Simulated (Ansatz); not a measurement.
# Ga3As2P: the cell at several levels of theory

Cell and atoms of Ga3As2P, ordered on the zincblende lattice (Imm2) with 6 atoms a cell are relaxed in turn with PBE and r2SCAN. This is a trial cell built on a prototype, not taken from a measured structure, and it needn't be the compound's ground state.

Code: Ansatz 0.2.0. PAW datasets, plane waves, zero pressure. The cell comes from a prototype generator: it can be a known phase or a hypothetical one. Spin polarisation is off.

**1. The system as given**

This is the cell as the run starts from it, not yet at rest; its lengths are not the crystal's.

The symmetry is Imm2 (No. 44, orthorhombic); a = 3.815 Å, b = 11.446 Å, c = 5.396 Å in the conventional setting, 19.64 Å³ an atom. Around P lie 4 Ga at 2.34 Å; around Ga lie 2 P at 2.34 Å and 2 As at 2.34 Å; around As lie 4 Ga at 2.34 Å; around Ga lie 3 As at 2.34 Å and 1 P at 2.34 Å.

Structure file:

```
P Ga As
1.0
    -1.90766    5.72299    2.69784
     1.90766   -5.72299    2.69784
     1.90766    5.72299   -2.69784
P Ga As
1 3 2
Direct
  0.00000 0.00000 0.00000
  0.25000 0.75000 0.50000
  0.58333 0.75000 0.83333
  0.91667 0.75000 0.16667
  0.33333 0.00000 0.33333
  0.66667 0.00000 0.66667
```

**2. PBE: cell and atoms**

Input file input.yaml:

```yaml
crystal:
  lattice:
    - [-1.9076626117, 5.722987835, 2.6978423379]
    - [1.9076626117, -5.722987835, 2.6978423379]
    - [1.9076626117, 5.722987835, -2.6978423379]
  atoms:
    - { symbol: P, position: [0.0, 0.0, 0.0] }
    - { symbol: Ga, position: [0.25, 0.75, 0.5] }
    - { symbol: As, position: [0.3333333333, 0.0, 0.3333333333] }
    - { symbol: Ga, position: [0.5833333333, 0.75, 0.8333333333] }
    - { symbol: As, position: [0.6666666667, 0.0, 0.6666666667] }
    - { symbol: Ga, position: [0.9166666667, 0.75, 0.1666666667] }
kpoints:
  mp_grid: { grid: [8, 8, 8] }
hamiltonian:
  xc: pbe
scf:
  occupations: { method: fermi_dirac, width: 0.02 }
relax:
  f_tol: 0.005
  cell: {}
```

The run is started by

```bash
> ansatz run input.yaml --threads 4 --pin off --max-ram 6451MiB --backend cpu --events-out ev --progress --plain --runs-dir out
```

The runs that follow: r2SCAN: cell and atoms.

Before running it: what results should come out? Wanted: for each run, a; b; c; volume; space group; SCF geometries.

**Answer**, as computed:

```
 level  a (Å)   b (Å)  c (Å)  volume (Å³/atom)  space group  SCF geometries
   PBE  4.005  12.014  5.663            22.705         Imm2               8
r2SCAN  3.955  11.865  5.593            21.873         Imm2               5
```

What this shows: From the start to the first minimum the volume moved by +15.6 %. The volume runs from r2SCAN (least) to PBE (most), a spread of 3.8 %, or 1.3 % in length if all axes shared it alike.
